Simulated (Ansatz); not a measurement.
# C10: the cost of one run

Computed with Ansatz 0.2.0 (the levels named in each step, unless a step's input says otherwise).

### Step 1. The starting structure

Bond lengths: C1–C2 1.273 Å, C2–C3 1.299 Å, C3–C4 1.263 Å, C4–C5 1.285 Å, C5–C6 1.265 Å, C6–C7 1.285 Å, C7–C8 1.264 Å, C8–C9 1.299 Å, C9–C10 1.273 Å. Angles: C1–C2–C3 180.0°, C2–C3–C4 180.0°, C3–C4–C5 180.0°, C4–C5–C6 180.0°, C5–C6–C7 180.0°, C6–C7–C8 180.0°, C7–C8–C9 180.0°, C8–C9–C10 180.0°.

Coordinates:

```xyz
10

C     0.0000    0.0000   -5.7526
C     0.0000    0.0000   -4.4795
C     0.0000    0.0000   -3.1804
C     0.0000    0.0000   -1.9170
C     0.0000    0.0000   -0.6325
C     0.0000    0.0000    0.6324
C     0.0000    0.0000    1.9170
C     0.0000    0.0000    3.1805
C     0.0000    0.0000    4.4796
C     0.0000    0.0000    5.7526
```

### Step 2. A rough first relaxation, PBE-D4/def2-SVP

This run stands in another session on the same molecule. It ended at:

```xyz
10

C     0.0000    0.0000   -5.8465
C     0.0000    0.0000   -4.5351
C     0.0000    0.0000   -3.2299
C     0.0000    0.0000   -1.9411
C     0.0000    0.0000   -0.6450
C     0.0000    0.0000    0.6450
C     0.0000    0.0000    1.9411
C     0.0000    0.0000    3.2300
C     0.0000    0.0000    4.5351
C     0.0000    0.0000    5.8465
```

### Step 3. Relaxation, HF/STO-3G

Input file input.yaml:

```yaml
crystal:
  periodic: [false, false, false]
  atoms:
    - { symbol: C, position_ang: [0.0, 0.0, -5.84654305] }
    - { symbol: C, position_ang: [0.0, 0.0, -4.53513298] }
    - { symbol: C, position_ang: [0.0, 0.0, -3.22994924] }
    - { symbol: C, position_ang: [0.0, 0.0, -1.94113601] }
    - { symbol: C, position_ang: [0.0, 0.0, -0.64504425] }
    - { symbol: C, position_ang: [0.0, 0.0, 0.64504502] }
    - { symbol: C, position_ang: [0.0, 0.0, 1.94113746] }
    - { symbol: C, position_ang: [0.0, 0.0, 3.22995025] }
    - { symbol: C, position_ang: [0.0, 0.0, 4.53513205] }
    - { symbol: C, position_ang: [0.0, 0.0, 5.84654075] }
magnetization:
  spin_polarized: true
  initial_magnetization: 2
basis:
  gaussian: { orbitals: STO-3G }
hamiltonian:
  xc: hf
relax:
  f_tol: 0.002
  max_steps: 150
```

Run with:

```
ansatz run input.yaml --threads 4 --pin off --max-ram 10240MiB --backend cpu --events-out ev --progress --plain --runs-dir out
```

What time and memory should one allow on 4 threads of Arm Neoverse V2, shared host?

About 17 s, with a peak of 0.15 GiB.
